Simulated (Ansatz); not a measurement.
# CH₄AlNO: how energies converge with the basis set

Aim: see how fast density functionals converge with the basis set for CH₄AlNO.

Computed with Ansatz 0.2.0, Gaussian basis. Level: one geometry, several basis sets.

The runs, in order: PBE0-D4/def2-SVP; ωB97M-V/def2-SVP; PBE0-D4/def2-QZVPP; ωB97M-V/def2-QZVPP; the functionals' def2-TZVPP values are taken from earlier runs.

**1. Structure used throughout**

All runs share one geometry, relaxed beforehand with PBE0-D4 in a triple-zeta def2 set.

SMILES `N[C](=O)[AlH2]`, 8 atoms, charge 0, spin multiplicity 1.

Atoms are counted from 1 here; the program's logs count them from 0.

Bond lengths: N1–C2 1.358 Å, N1–H5 1.004 Å, N1–H6 1.010 Å, C2–O3 1.222 Å, C2–Al4 2.013 Å, Al4–H7 1.578 Å, Al4–H8 1.593 Å. Angles: C2–N1–H5 121.5°, C2–N1–H6 119.5°, H5–N1–H6 119.0°, N1–C2–O3 121.6°, N1–C2–Al4 120.9°, O3–C2–Al4 117.5°, C2–Al4–H7 117.8°, C2–Al4–H8 120.0°, H7–Al4–H8 122.2°.

As a file:

```mol
CH4AlNO
  3D, bonds by distance, orders not assigned

  8  7  0  0  0  0  0  0  0  0999 V2000
    0.4850    0.7836    1.1203 N   0  0
   -0.3612    0.5564    0.0823 C   0  0
   -1.2648    1.3334   -0.1881 O   0  0
   -0.1666   -1.0826   -1.0702 Al  0  0
    1.2281    0.1457    1.3413 H   0  0
    0.3685    1.6133    1.6846 H   0  0
   -1.1949   -1.2778   -2.2505 H   0  0
    0.9980   -2.1290   -0.7757 H   0  0
  1  2  8  0
  2  3  8  0
  2  4  8  0
  1  5  8  0
  1  6  8  0
  4  7  8  0
  4  8  8  0
M  END
```

**2. PBE0-D4 in def2-SVP**

in.yaml

```yaml
crystal:
  periodic: [false, false, false]
  atoms:
    - {symbol: N, position_ang: [0.484960, 0.783575, 1.120309]}
    - {symbol: C, position_ang: [-0.361152, 0.556386, 0.082328]}
    - {symbol: O, position_ang: [-1.264822, 1.333375, -0.188051]}
    - {symbol: Al, position_ang: [-0.166601, -1.082571, -1.070167]}
    - {symbol: H, position_ang: [1.228070, 0.145707, 1.341266]}
    - {symbol: H, position_ang: [0.368534, 1.613262, 1.684629]}
    - {symbol: H, position_ang: [-1.194898, -1.277775, -2.250548]}
    - {symbol: H, position_ang: [0.998010, -2.128960, -0.775667]}
basis:
  gaussian: {orbitals: def2-SVP}
hamiltonian: {xc: pbe0, dispersion: d4}
output: {orbitals: {seedname: orbitals}}
```

The run is started by

```console
> ansatz run in.yaml --threads 2 --pin off --events-out ev --progress --plain --max-ram 4352MiB
```

After this run come: ωB97M-V in def2-SVP; PBE0-D4 in def2-QZVPP; ωB97M-V in def2-QZVPP.

**Question.** What will the summary of the whole plan be? Wanted: PBE0-D4: double and triple zeta above quadruple; ωB97M-V: double and triple zeta above quadruple.

**Answer**, as computed:

| quantity | value |
| --- | --- |
| PBE0-D4: double and triple zeta above quadruple | 8.19, 0.47 eV |
| ωB97M-V: double and triple zeta above quadruple | 8.36, 0.45 eV |

**Reading.** PBE0-D4 gains 7.73 eV from double to triple zeta, then 0.47 eV more. These are total energies; as a rule much of such shifts cancels in differences, which this series doesn't test.
